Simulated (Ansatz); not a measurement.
# C2H8SSi: basis-set convergence

Aim: see how fast density functionals converge with the basis set for C2H8SSi.

Program: Ansatz 0.2.0, Gaussian basis. Level of theory: one geometry, several basis sets. These are calculated values, not measurements.

Levels to be run: PBE0-D4/def2-SVP; ωB97M-V/def2-SVP; PBE0-D4/def2-QZVPP; ωB97M-V/def2-QZVPP; the functionals' def2-TZVPP values are taken from earlier runs.

### Step 1. Structure used throughout

The geometry comes from an earlier relaxation with PBE0-D4 in a triple-zeta def2 set; it is a stationary point, not always the lowest conformer.

SMILES `CC[SiH2]S`, 12 atoms, charge 0, spin multiplicity 1.

Atoms are counted from 1 here; the program's logs count them from 0.

Bond lengths: C1–C2 1.527 Å, C1–H5 1.093 Å, C1–H6 1.093 Å, C1–H7 1.093 Å, C2–Si3 1.871 Å, C2–H8 1.095 Å, C2–H9 1.096 Å, Si3–S4 2.142 Å, Si3–H10 1.489 Å, Si3–H11 1.486 Å, S4–H12 1.344 Å. Angles: C2–C1–H5 111.4°, C2–C1–H6 111.5°, C2–C1–H7 111.4°, H5–C1–H6 107.4°, H5–C1–H7 107.4°, H6–C1–H7 107.4°, C1–C2–Si3 112.8°, C1–C2–H8 111.0°, C1–C2–H9 110.5°, Si3–C2–H8 108.0°, Si3–C2–H9 108.2°, H8–C2–H9 106.1°, C2–Si3–S4 113.0°, C2–Si3–H10 109.5°, C2–Si3–H11 111.0°, S4–Si3–H10 110.4°, S4–Si3–H11 103.9°, H10–Si3–H11 108.9° and more.

### Step 2. PBE0-D4 in def2-SVP

The input, in.yaml:

```yaml
crystal:
  periodic: [false, false, false]
  atoms:
    - {symbol: C, position_ang: [-0.166622, 1.719013, 0.009617]}
    - {symbol: C, position_ang: [-0.592400, 0.276287, 0.270388]}
    - {symbol: Si, position_ang: [0.772425, -0.956014, -0.077707]}
    - {symbol: S, position_ang: [0.199043, -2.978950, 0.333485]}
    - {symbol: H, position_ang: [0.674667, 2.008406, 0.644728]}
    - {symbol: H, position_ang: [0.143191, 1.864812, -1.028554]}
    - {symbol: H, position_ang: [-0.982443, 2.418162, 0.208877]}
    - {symbol: H, position_ang: [-0.911144, 0.143668, 1.309158]}
    - {symbol: H, position_ang: [-1.456803, 0.012514, -0.348998]}
    - {symbol: H, position_ang: [1.215991, -0.820193, -1.492359]}
    - {symbol: H, position_ang: [1.937563, -0.725786, 0.816042]}
    - {symbol: H, position_ang: [-0.756470, -3.017120, -0.610678]}
basis:
  gaussian: {orbitals: def2-SVP}
hamiltonian: {xc: pbe0, dispersion: d4}
output: {orbitals: {seedname: orbitals}}
```

On the command line:

```sh
ansatz run in.yaml --threads 4 --pin off --events-out ev --progress --plain --max-ram 10444MiB
```

The runs that follow: ωB97M-V in def2-SVP; PBE0-D4 in def2-QZVPP; ωB97M-V in def2-QZVPP.

**Question.** What will the summary of the whole plan be? Wanted: PBE0-D4: double and triple zeta above quadruple; ωB97M-V: double and triple zeta above quadruple.

As calculated:

| quantity | value |
| --- | --- |
| PBE0-D4: double and triple zeta above quadruple | 9.70, 0.73 eV |
| ωB97M-V: double and triple zeta above quadruple | 9.84, 0.70 eV |

In words: PBE0-D4 gains 8.97 eV from double to triple zeta, then 0.73 eV more. These are total energies; as a rule much of such shifts cancels in differences, which this series doesn't test. The LUMO of ωB97M-V is positive and keeps falling with the basis (2.76 to 1.49 eV): an unbound level that the basis holds in place.
